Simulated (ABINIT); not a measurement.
Runs of ABINIT 10.8.3 (patched build) on NbTe. It takes space group P-6m2 (No. 187, hexagonal). Conventional cell: a = 3.703 Å, b = 3.703 Å, c = 3.694 Å, α = 90.00°, β = 90.00°, γ = 120.00°. Te (site symmetry -6m2) has 6 Nb at 2.83 Å as nearest neighbours. Nb (site symmetry -6m2) is surrounded by 6 Te at 2.83 Å. The cell comes from a database or a generator and needn't be the stable form of this composition.

```csv
task,level,potentials or basis,cell,cutoff (eV),cell freedom (optcell),cutoff smearing ecutsm (Ha),optimiser (ionmov),force stop (Ha/bohr),fine-grid cutoff,gap on the mesh (eV),pressure (GPa),relaxed volume (Å³/atom)
relaxation of cell and atoms,LDA,JTH PAW LDA v2.0,relaxed,435,2,0.5,2,5e-05,870.764 eV,none,0.0,20.75
single point,PBE,JTH PAW PBE v2.0,as given,435,-,-,-,-,870.764 eV,none,-0.1,-
relaxation of cell and atoms,PBEsol,JTH PAW PBE v2.0,relaxed,435,2,0.5,2,5e-05,870.764 eV,none,0.0,(a)
single point,PBEsol,PseudoDojo NC SR PBEsol v0.4.1 standard,as given,1116,-,-,-,-,-,none,-4.9,-
```

Alike in all rows: no spin polarisation; k mesh 8 × 8 × 7; smearing fermi-dirac 0.05 eV.

Question: Fill in the values left out.

Answer: (a) 21.14.

Caveats: the PAW data sets were made with another functional, which shifts forces and pressure a little (some runs).

A k mesh can miss the band edges, and the runs leave out spin-orbit coupling on Nb, Te.

A gap of «none» marks a metal or a gap under the smearing width.

The runs don't all hold the same shells in valence.
